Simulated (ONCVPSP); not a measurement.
# Pseudopotential generation for manganese: ONCV, PBEsol

Aim: build the potential from the settings below, then test how well it stands in for the atom: other configurations, scattering, ghost states and the plane-wave cutoff that it needs.

The numbers are computed with ONCVPSP 4.0.1 (PBEsol, scalar-relativistic, spin-unpolarised reference atom).

### 1 Starting point

The settings as typed:

- element: manganese (Mn, Z = 25)
- type: optimised norm-conserving Vanderbilt (ONCV)
- frozen core: [Ne] 3s2
- valence charge: 13
- reference configuration: 3p6 3d5 4s1 4p1
- partial waves: 4s: rc 2.75 bohr, ncon 4, nbas 7, qcut 2.7 1/bohr, 2 projectors, debl 0.9 Ha; 3p+4p: rc 1.40 bohr, ncon 3, nbas 7, qcut 8.9 1/bohr, 2 projectors; 3d: rc 0.95 bohr, ncon 3, nbas 7, qcut 10.7 1/bohr, 2 projectors, debl 1.3 Ha; f scattering state at 0.2 Ha: rc 2.95 bohr, ncon 3, nbas 6, qcut 4.2 1/bohr, 1 projector
- local potential: polynomial inside 0.80 bohr (lpopt 5, dvloc0 0 Ha)
- core correction: Teter function, fcfact 6, rcfact 1.8

An earlier all-electron run gives the scale for the radii.

All-electron outer shells of the reference configuration (PBEsol, scalar-relativistic, ld1.x):

```csv
shell,level (eV),outermost node (bohr),outermost maximum (bohr)
2p,-631.30,–,0.19
3s,-87.27,0.34,0.74
3p,-56.11,0.31,0.75
3d,-8.35,–,0.76
4s,-6.10,1.05,2.47
4p,-2.12,1.16,3.30
```

### 2 The generation run

Mn.dat

```
# ATOM AND REFERENCE CONFIGURATION
# atsym  z   nc   nv     iexc    psfile
  Mn 25.00    4    4  -116133      upf
#
#   n    l    f
    1    0    2.00
    2    0    2.00
    2    1    6.00
    3    0    2.00
    3    1    6.00
    3    2    5.00
    4    0    1.00
    4    1    1.00
#
# PSEUDOPOTENTIAL AND OPTIMIZATION
# lmax
    3
#
#   l,   rc,      ep,       ncon, nbas, qcut
    0    2.75    0.00    4    7    2.70
    1    1.40    0.00    3    7    8.90
    2    0.95    0.00    3    7   10.70
    3    2.95    0.20    3    6    4.20
#
# LOCAL POTENTIAL
# lloc, lpopt,  rc(5),   dvloc0
    4    5    0.80    0.00
#
# VANDERBILT-KLEINMAN-BYLANDER PROJECTORs
# l, nproj, debl
    0    2    0.90
    1    2    2.90
    2    2    1.30
    3    1    1.80
#
# MODEL CORE CHARGE
# icmod, fcfact, rcfact
    3    6.00    1.80
#
# LOG DERIVATIVE ANALYSIS
# epsh1, epsh2, depsh
   -4.00    5.00    0.02
#
# OUTPUT GRID
# rlmax, drl
    6.00    0.01
#
# TEST CONFIGURATIONS
# ncnf
    4
# nvcnf
#   n    l    f
    4
    3    1    6.00
    3    2    5.00
    4    0    2.00
    4    1    0.00
#
    4
    3    1    6.00
    3    2    5.00
    4    0    1.00
    4    1    0.00
#
    4
    3    1    6.00
    3    2    5.00
    4    0    0.00
    4    1    0.00
#
    4
    3    1    6.00
    3    2    5.50
    4    0    1.50
    4    1    0.00
#
```

On the command line:

```sh
$ oncvpsp.x < Mn.dat > Mn.out
```

**Question.** What will these runs give? Wanted: cutoffs for 1 and 0.1 mHa per electron, occupied waves; bound ghosts; GHOST(+) flags; largest test error; largest phase difference near zero energy, channels read; rms error of d²Exc/dn², without and with the model core.

As calculated:

| quantity | value |
| --- | --- |
| cutoffs for 1 and 0.1 mHa per electron, occupied waves | 136 Ha and 286 Ha |
| bound ghosts | s at -189.30 eV |
| GHOST(+) flags | f at 14 eV |
| largest test error (AE − PS) | -13 meV, for 3p6 3d5 4s0 4p0 |
| largest phase difference near zero energy, channels read | 0.000 rad |
| rms error of d²Exc/dn², without and with the model core | 3.37 and 0.65 mHa |

In words: It has a bound ghost (s), a state that the atom doesn't have, and that rules the file out. By total energies transferability is good: the largest error is 13 meV on 20.1 eV, for 3p6 3d5 4s0 4p0. Atomic tests can pass in spite of a ghost, since they solve only for the levels asked. It counts as very hard, with 136 Ha needed at the looser tolerance. At the looser tolerance the 3d wave is the slowest; 3p needs 28 Ha. Near zero energy the phases of the channels with partial waves agree within 0.001 rad. The program also flags highly localised states, GHOST(+) (f). All of this concerns the isolated atom, not yet a solid.
